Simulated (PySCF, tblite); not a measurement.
# C₆H₁₀P₂: infrared bands and NMR shifts

What infrared bands and NMR shifts should C₆H₁₀P₂ (`C=CC1=CP1P(C)C`) show?

The runs use tblite 0.8.0 and PySCF 2.14.0, with density-fitted response routines of our own; the level of theory stands in each step. All values are computed, except where a source is named. Atoms count from 0, in the outputs and in this text.

**1. The molecule as given**

18 atoms, charge 0, multiplicity 1; geometry from: GFN2-xTB.

Bonds of the start (Å): C0–C1 1.33, C1–C2 1.42, C2–C3 1.31, C3–P4 1.83, P4–P5 2.21, P5–C6 1.86, P5–C7 1.86, P4–C2 1.85, C0–H8 1.08, C0–H9 1.08, C1–H10 1.08, C3–H11 1.07, C6–H12 1.09, C6–H13 1.09, C6–H14 1.09, C7–H15 1.09, C7–H16 1.09, C7–H17 1.09.

**2. Vibrational analysis with GFN2-xTB**

The job: settings as JSON, then the geometry in Å.

```
{"job": {"kind": "ir", "xc": "GFN2-xTB", "basis": "xTB"}, "charge": 0, "multiplicity": 1}
C      2.140691     1.790178     1.477755
C      2.520836     1.330242     0.288427
C      1.909638     0.204298    -0.325444
C      1.814097    -0.601236    -1.357794
P      0.640807    -1.108720    -0.042061
P     -1.173777    -0.034043    -0.695699
C     -1.967444     0.087536     0.977915
C     -2.100036    -1.524076    -1.303447
H      1.346978     1.306635     2.024956
H      2.600379     2.648903     1.934780
H      3.317263     1.804670    -0.273172
H      2.182861    -0.835424    -2.330993
H     -1.482760     0.881967     1.542391
H     -1.883329    -0.851001     1.524774
H     -3.018111     0.342107     0.849820
H     -1.669106    -1.846171    -2.249364
H     -2.047871    -2.341222    -0.585009
H     -3.139877    -1.248326    -1.469489
```

**Question.** This job is followed by: GIAO PBE0/pcSseg-1 NMR shielding, non-relativistic, gas phase. Predict these results of the whole session: strongest single infrared mode (GFN2-xTB); zero-point energy (GFN2-xTB); 13C shifts against TMS (PBE0/pcSseg-1, means over atoms taken as alike); 1H shifts against TMS (PBE0/pcSseg-1, means over atoms taken as alike); 31P shifts against H3PO4 (PBE0/pcSseg-1).

As calculated:

| quantity | value |
| --- | --- |
| strongest single infrared mode (GFN2-xTB) | 3031 cm⁻¹, 39 km/mol |
| zero-point energy (GFN2-xTB) | 85.8 kcal/mol |
| 13C shifts against TMS (PBE0/pcSseg-1, means over atoms taken as alike) | 138.9, 137.9, 132.3, 124.8, 15.1 ppm |
| 1H shifts against TMS (PBE0/pcSseg-1, means over atoms taken as alike) | 7.87, 7.41, 6.31, 6.02, 1.09 ppm |
| 31P shifts against H3PO4 (PBE0/pcSseg-1) | -55.7, -193.8 ppm |

What this shows: No mode is imaginary among the 48: a minimum at this level. The strongest single mode, at 3031 cm⁻¹, moves mainly H10. GFN2-xTB is a fitted tight-binding method: band positions and strengths are rough. Its intensities can rank the bands wrongly. At PBE0/pcSseg-1: Shielding is most anisotropic at P4 (span 818 ppm, paramagnetic term -455 ppm).
